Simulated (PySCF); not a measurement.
**CH5BFInS (SMILES FB(S)[CH2][InH2]) at 6 levels**

We compute a comparison of 6 runs (HF/3-21G, BLYP/3-21G, B2PLYP/def2-SVP, M06-2X/def2-SVPD, wB97X/def2-SVPD, MP2/def2-SVPD) of CH5BFInS. 

The results are computed with PySCF 2.14.0.

## (1) The molecule

CH5BFInS has 10 atoms, charge 0, and is taken as a singlet. SMILES: `FB(S)[CH2][InH2]`. The shape comes from GFN2-xTB, which is rough for such elements, and wasn't checked as a minimum. This is one conformer, not always the lowest.

Bond lengths: F1–B2 1.332 Å, B2–S3 1.857 Å, B2–C4 1.511 Å, C4–In5 2.313 Å, S3–H6 1.329 Å, C4–H7 1.087 Å, C4–H8 1.091 Å, In5–H9 1.711 Å, In5–H10 1.705 Å. Some angles: F1–B2–S3 114.5°, F1–B2–C4 123.3°, S3–B2–C4 118.5°, B2–C4–In5 80.3°, B2–S3–H6 96.3°, B2–C4–H7 118.3°, B2–C4–H8 118.6°, In5–C4–H7 121.6°, In5–C4–H8 102.5°, C4–In5–H9 122.4°.

## (2) Energy and gradient at HF/3-21G (run 1)

The input, calc.py:

```python
from pyscf import gto, scf

mol = gto.M(
    atom='''
F   -0.894720  -1.093430   1.520180
B    0.039580  -0.919930   0.586370
S    1.499420   0.087770   1.134230
C   -0.232970  -1.048830  -0.894270
In  -0.326280   1.252390  -0.681710
H    1.047000   0.348460   2.356610
H   -1.097610  -1.627050  -1.211620
H    0.611530  -1.190230  -1.569780
H   -1.418520   2.032000   0.379380
H    0.772560   2.158860  -1.619380
''',
    max_memory=1860,
    charge=0,
    basis='3-21g',
    spin=0,
    verbose=3,
)

mf = scf.RHF(mol)
mf.conv_tol = 1e-10
mf.kernel()
if not mf.converged:
    mf = mf.newton().run(mf.mo_coeff, mf.mo_occ)

energy = mf.e_tot
print('E = %.10f Eh' % energy)
grad = mf.nuc_grad_method().kernel()
dip = mf.dip_moment()
pop, q = mf.mulliken_pop()
```

The run is started by

```
OMP_NUM_THREADS=1 python calc.py
```

The log of the run:

```text
converged SCF energy = -6274.36642329526
E = -6274.3664232953 Eh
--------------- RHF gradients ---------------
         x                y                z
0 F     0.0171889896     0.0107016414    -0.0250016440
1 B     0.0068815690     0.0174355263     0.0352801799
2 S    -0.0208045271    -0.0005596415    -0.0053499125
3 C    -0.0091934263    -0.0015645460    -0.0068662367
4 In     0.0029319391    -0.0023456097     0.0169950781
5 H    -0.0018609222    -0.0043345094    -0.0113806917
6 H    -0.0032599756    -0.0063695514    -0.0038454766
7 H     0.0044315014    -0.0025055389    -0.0039909375
8 H     0.0126836985    -0.0035792680    -0.0090853051
9 H    -0.0089988465    -0.0068785029     0.0132449461
----------------------------------------------
Dipole moment(X, Y, Z, Debye): -0.62427, -0.32026, -0.47084
 ** Mulliken pop  **
pop of  0 F 1s            1.98508
pop of  0 F 2s            0.44518
pop of  0 F 3s            1.53067
pop of  0 F 2px           0.80498
pop of  0 F 2py           0.84896
pop of  0 F 2pz           0.81580
pop of  0 F 3px           0.95786
pop of  0 F 3py           1.00779
pop of  0 F 3pz           0.95803
pop of  1 B 1s            1.98910
pop of  1 B 2s            0.40132
pop of  1 B 3s            0.39974
pop of  1 B 2px           0.37242
pop of  1 B 2py           0.25886
pop of  1 B 2pz           0.54500
pop of  1 B 3px           0.09526
pop of  1 B 3py           0.23060
pop of  1 B 3pz           0.05625
pop of  2 S 1s            1.99857
pop of  2 S 2s            1.96178
pop of  2 S 3s            0.97272
pop of  2 S 4s            0.99978
pop of  2 S 2px           1.96454
pop of  2 S 2py           1.96488
pop of  2 S 2pz           1.95979
pop of  2 S 3px           0.88478
pop of  2 S 3py           0.88011
pop of  2 S 3pz           0.75057
pop of  2 S 4px           0.74511
pop of  2 S 4py           0.76020
pop of  2 S 4pz           0.42936
pop of  3 C 1s            1.98823
pop of  3 C 2s            0.33757
pop of  3 C 3s            1.19321
pop of  3 C 2px           0.53038
pop of  3 C 2py           0.47652
pop of  3 C 2pz           0.56179
pop of  3 C 3px           0.64264
pop of  3 C 3py           0.79285
pop of  3 C 3pz           0.56080
pop of  4 In 1s           1.99991
pop of  4 In 2s           1.99985
pop of  4 In 3s           1.99695
pop of  4 In 4s           1.99774
pop of  4 In 5s           0.67947
pop of  4 In 6s           0.27792
pop of  4 In 2px          1.99954
pop of  4 In 2py          1.99952
pop of  4 In 2pz          1.99952
pop of  4 In 3px          1.99871
pop of  4 In 3py          1.99870
pop of  4 In 3pz          1.99867
pop of  4 In 4px          1.97957
pop of  4 In 4py          1.98106
pop of  4 In 4pz          1.97876
pop of  4 In 5px          0.32950
pop of  4 In 5py          0.39199
pop of  4 In 5pz          0.30116
pop of  4 In 6px          0.09756
pop of  4 In 6py          0.04291
pop of  4 In 6pz          0.09837
pop of  4 In 3dxy         1.99919
pop of  4 In 3dyz         1.99890
pop of  4 In 3dz^2        1.99958
pop of  4 In 3dxz         1.99910
pop of  4 In 3dx2-y2      1.99897
pop of  4 In 4dxy         1.99326
pop of  4 In 4dyz         1.99209
pop of  4 In 4dz^2        1.99765
pop of  4 In 4dxz         1.99050
pop of  4 In 4dx2-y2      1.99507
pop of  5 H 1s            0.43607
pop of  5 H 2s            0.43724
pop of  6 H 1s            0.45238
pop of  6 H 2s            0.31047
pop of  7 H 1s            0.45134
pop of  7 H 2s            0.30492
pop of  8 H 1s            0.38369
pop of  8 H 2s            0.83410
pop of  9 H 1s            0.38501
pop of  9 H 2s            0.83397
 ** Mulliken atomic charges  **
charge of    0F =     -0.35435
charge of    1B =      0.65145
charge of    2S =     -0.27220
charge of    3C =     -1.08400
charge of    4In =      0.88831
charge of    5H =      0.12669
charge of    6H =      0.23714
charge of    7H =      0.24374
charge of    8H =     -0.21779
charge of    9H =     -0.21899
```

Wall time 9 s (1 thread of Intel Xeon at 2.70GHz, shared host); peak memory 0.16 GiB.

## (3) Energy and gradient at BLYP/3-21G (run 2)

The input, run.py:

```python
# FB(S)[CH2][InH2]
from pyscf import gto, dft

molecule = gto.Mole()
molecule.atom = '''
F     -1.690776    -2.066283     2.872724
B      0.074795    -1.738416     1.108079
S      2.833493     0.165861     2.143384
C     -0.440249    -1.982001    -1.689925
In    -0.616580     2.366674    -1.288245
H      1.978543     0.658494     4.453347
H     -2.074182    -3.074679    -2.289630
H      1.155624    -2.249209    -2.966454
H     -2.680614     3.839923     0.716924
H      1.459927     4.079654    -3.060185
'''
molecule.unit = 'bohr'
molecule.verbose = 4
molecule.basis = '3-21g'
molecule.max_memory = 1860
molecule.build()

myscf = dft.RKS(molecule, xc='blyp')
myscf.grids.level = 5
myscf.conv_tol = 1e-10
myscf.kernel()
if not myscf.converged:
    myscf = myscf.newton().run(myscf.mo_coeff, myscf.mo_occ)

energy = myscf.e_tot
print(f'total energy: {energy:.8f} hartree')
grad = myscf.nuc_grad_method().kernel()
myscf.analyze()
```

The run is started by

```
OMP_NUM_THREADS=1 python run.py
```

The log of the run:

```text
PySCF version 2.14.0

[... 82 lines left out ...]
converged SCF energy = -6278.34789974266
[... 22 lines left out ...]
MO #1   energy= -978.853928816717  occ= 2
[... 7 lines left out ...]
MO #9   energy= -23.049579632419   occ= 2
[... 7 lines left out ...]
MO #17  energy= -9.84738253413375  occ= 2
[... 7 lines left out ...]
MO #25  energy= -2.72877762824881  occ= 2
[... 7 lines left out ...]
MO #33  energy= -0.71204328440115  occ= 2
[... 7 lines left out ...]
MO #41  energy= -0.341164588358735 occ= 2
[... 7 lines left out ...]
MO #49  energy= 0.0116462373001673 occ= 0
[... 7 lines left out ...]
MO #57  energy= 0.209030529313861  occ= 0
[... 7 lines left out ...]
MO #65  energy= 0.531870498257766  occ= 0
[... 7 lines left out ...]
MO #73  energy= 1.01341009103437   occ= 0
[... 7 lines left out ...]
MO #81  energy= 3.55566650784341   occ= 0
[... 55 lines left out ...]
pop of  4 In 4py          1.99957
pop of  4 In 4pz          1.99952
pop of  4 In 5px          0.53727
pop of  4 In 5py          0.51564
pop of  4 In 5pz          0.51191
pop of  4 In 6px          0.00673
pop of  4 In 6py          0.00972
pop of  4 In 6pz          0.00716
pop of  4 In 3dxy         1.99990
pop of  4 In 3dyz         1.99987
pop of  4 In 3dz^2        1.99995
pop of  4 In 3dxz         1.99990
pop of  4 In 3dx2-y2      1.99986
pop of  4 In 4dxy         1.99683
pop of  4 In 4dyz         1.99605
pop of  4 In 4dz^2        1.99887
pop of  4 In 4dxz         1.99500
pop of  4 In 4dx2-y2      1.99750
pop of  5 H 1s            0.88447
pop of  5 H 2s            0.01156
pop of  6 H 1s            0.86794
pop of  6 H 2s            0.00990
pop of  7 H 1s            0.86730
pop of  7 H 2s            0.00941
pop of  8 H 1s            1.08540
pop of  8 H 2s            0.00070
pop of  9 H 1s            1.08422
pop of  9 H 2s            0.00091
 ** Mulliken atomic charges  **
charge of    0F =     -0.18437
charge of    1B =      0.12496
charge of    2S =     -0.00751
charge of    3C =     -0.44198
charge of    4In =      0.33069
charge of    5H =      0.10398
charge of    6H =      0.12216
charge of    7H =      0.12329
charge of    8H =     -0.08610
charge of    9H =     -0.08513
Dipole moment(X, Y, Z, Debye): -0.37730, -0.47732,  0.09277
```

Run time: 43 s. Hardware: 1 thread of Intel Xeon at 2.70GHz, shared host; peak memory 0.8 GiB.

Runs 3 to 5 aren't shown in full; the table further down has their settings and results.

## (4) Energy and forces at MP2/def2-SVPD (core potential) (run 6)

The input, calc.py:

```python
import pyscf.grad
from pyscf import gto, scf, mp

molecule = gto.Mole()
molecule.atom = '''
F     -1.690776    -2.066283     2.872724
B      0.074795    -1.738416     1.108079
S      2.833493     0.165861     2.143384
C     -0.440249    -1.982001    -1.689925
In    -0.616580     2.366674    -1.288245
H      1.978543     0.658494     4.453347
H     -2.074182    -3.074679    -2.289630
H      1.155624    -2.249209    -2.966454
H     -2.680614     3.839923     0.716924
H      1.459927     4.079654    -3.060185
'''
molecule.verbose = 4
molecule.max_memory = 1860
molecule.charge = 0
molecule.basis = 'def2-svpd'
molecule.unit = 'bohr'
molecule.ecp = {'In': 'def2-svp'}
molecule.build()

hf = scf.RHF(molecule)
hf.conv_tol = 1e-10
hf.kernel()
if not hf.converged:
    hf = hf.newton().run(hf.mo_coeff, hf.mo_occ)

pt = mp.MP2(hf, frozen=12).run()
energy = pt.e_tot
print('E = %.10f Eh' % energy)
grad = pt.Gradients().kernel()
hf.analyze()
```

The run is started by

```
OMP_NUM_THREADS=1 python calc.py
```

The log of the run:

```text
PySCF version 2.14.0

[... 89 lines left out ...]
One-electron Energy =                -1737.934482112311116
[... 16 lines left out ...]
MO #12  energy= -3.63980089524326  occ= 2
[... 14 lines left out ...]
MO #27  energy= -0.537494029073767 occ= 2
[... 14 lines left out ...]
MO #42  energy= 0.140265207760444  occ= 0
[... 14 lines left out ...]
MO #57  energy= 0.300817142709506  occ= 0
[... 14 lines left out ...]
MO #72  energy= 0.450680357371761  occ= 0
[... 14 lines left out ...]
MO #87  energy= 0.599645771926595  occ= 0
[... 14 lines left out ...]
MO #102 energy= 0.907015383109126  occ= 0
[... 14 lines left out ...]
MO #117 energy= 1.27351687015246   occ= 0
[... 14 lines left out ...]
MO #132 energy= 1.9825210057155    occ= 0
[... 14 lines left out ...]
MO #147 energy= 2.50401806667751   occ= 0
[... 14 lines left out ...]
MO #162 energy= 61.7079519704942   occ= 0
[... 136 lines left out ...]
pop of  6 H 2pz           0.00071
pop of  6 H 3px           0.00043
pop of  6 H 3py           0.00357
pop of  6 H 3pz           0.00093
pop of  7 H 1s            0.88705
pop of  7 H 2s            0.00759
pop of  7 H 2px           0.00130
pop of  7 H 2py           0.00241
pop of  7 H 2pz           0.00150
pop of  7 H 3px           0.00142
pop of  7 H 3py           0.00506
pop of  7 H 3pz           0.00089
pop of  8 H 1s            1.53336
pop of  8 H 2s            0.03383
pop of  8 H 2px           0.02287
pop of  8 H 2py           0.01962
pop of  8 H 2pz           0.01341
pop of  8 H 3px           0.00897
pop of  8 H 3py           0.00681
pop of  8 H 3pz           0.00507
pop of  9 H 1s            1.52918
pop of  9 H 2s            0.03487
pop of  9 H 2px           0.02058
pop of  9 H 2py           0.02275
pop of  9 H 2pz           0.01161
pop of  9 H 3px           0.00680
pop of  9 H 3py           0.00926
pop of  9 H 3pz           0.00574
 ** Mulliken atomic charges  **
charge of    0F =     -0.37330
charge of    1B =      0.21152
charge of    2S =     -0.20743
charge of    3C =     -0.78630
charge of    4In =      2.15858
charge of    5H =      0.08689
charge of    6H =      0.10197
charge of    7H =      0.09279
charge of    8H =     -0.64393
charge of    9H =     -0.64079
Dipole moment(X, Y, Z, Debye):  0.25633, -0.32106, -0.37802
```

It took 2.7 min on 1 thread of Intel Xeon at 2.70GHz, shared host; peak memory 1.9 GiB.

## (5) All runs side by side

| run | level | integration grid | task | energy (Eh) | dipole moment (D) of the reference | HOMO energy (eV) | LUMO energy (eV) | wall time |
| --- | --- | --- | --- | --- | --- | --- | --- | --- |
| 1 | HF/3-21G | – | gradient | -6274.366423 | 0.84 | -10.02 | 1.52 | 9 s |
| 2 | BLYP/3-21G | 5 | gradient | -6278.347900 | 0.62 | -6.08 | -1.61 | 43 s |
| 3 | B2PLYP/def2-SVP (core potential) | 5 | energy | -753.369885 | 0.42 | -8.28 | -0.05 | 42 s |
| 4 | M06-2X/def2-SVPD (core potential) | 5 | gradient | -753.805932 | 0.46 | -8.55 | -0.67 | 2.7 min |
| 5 | wB97X/def2-SVPD (core potential) | 5 | gradient | -753.956530 | 0.42 | -9.76 | 0.56 | 3.9 min |
| 6 | MP2/def2-SVPD (core potential) | – | gradient | -752.135257 | 0.56 | -9.92 | 1.08 | 2.7 min |

## (6) Results

| quantity | value |
| --- | --- |
| run 6: total energy | -752.13526 Eh |
| run 6: dipole moment (Hartree–Fock density) | 0.56 D |
| run 6: HOMO energy (Hartree–Fock orbitals) | -9.92 eV |
| run 6: LUMO energy (Hartree–Fock orbitals) | 1.08 eV |
| run 6: HOMO–LUMO gap (Hartree–Fock orbitals) | 11.00 eV |
| run 6: correlation energy (12 core orbitals frozen) | -678.2 mEh |
| run 6: largest force on an atom | 1.143 eV/Å |

What this shows: Over runs 1, 2, 3, 4, 5 the dipole moment (its size) runs from 0.42 D (wB97X/def2-SVPD) to 0.84 D (HF/3-21G). The two ends differ in method and basis and core potential. Over runs 1, 2, 3, 4, 5 the HOMO–LUMO gap runs from 4.46 eV (BLYP/3-21G) to 11.54 eV (HF/3-21G). Exact exchange widens orbital gaps. Totals of different functionals can't be ranked against each other. Some runs of one species differ in core potentials or relativity; totals across that change don't compare. In runs 1, 2 relativity is left out where basis or elements ask for it. All runs together took 11 min, the longest 3.9 min.
